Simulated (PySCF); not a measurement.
# Cl2Ge2H6Si (Si(GeH3)2Cl2): the cost of one run

Programs: PySCF 2.14.0, with density-fitted response routines of our own. Each step states its level of theory. These are calculated values for one molecule in the gas phase, unless marked as measured. Atoms are numbered from 0 throughout.

**1. The starting structure**

11 atoms, charge 0, multiplicity 1; geometry from: GFN2-xTB. The atoms were then displaced at random by about 0.03 Å, so the start is not that level's minimum.

Bonds of the start (Å): Si0–Ge1 2.33, Si0–Ge5 2.29, Si0–Cl9 2.11, Si0–Cl10 2.01, Ge1–H2 1.46, Ge1–H3 1.38, Ge1–H4 1.48, Ge5–H6 1.54, Ge5–H7 1.53, Ge5–H8 1.43.

**2. Geometry optimisation at PBE0-D3(BJ)/def2-SVP**

What the job is given:

```
{"job": {"xc": "PBE0", "basis": "def2-SVP", "d3": "d3bj", "grid": 1, "maxiter": 40, "shake": 0.03, "kind": "geom"}, "charge": 0, "multiplicity": 1}
Si    -0.647940    -0.070960    -0.489980
Ge    -0.858320    -0.022940     1.833870
H     -0.045030    -1.069030     2.445920
H     -2.115330    -0.258380     2.361660
H     -0.414730     1.252130     2.446890
Ge     1.447220     0.024300    -1.408290
H      2.275980    -1.224250    -1.069160
H      2.346890     1.165700    -0.933320
H      1.494160     0.122590    -2.834820
Cl    -1.686750     1.641890    -1.153810
Cl    -1.698110    -1.646540    -1.168070
```

Started as:

```bash
OMP_NUM_THREADS=1 python probes_run.py task.json out
```

One launch serves the whole session: the jobs run in the order shown.

Q: Estimate the wall time and peak memory of this first job on 1 thread of Intel Xeon 6975P-C, shared host.

About 2.5 min, with a peak of 0.74 GiB.
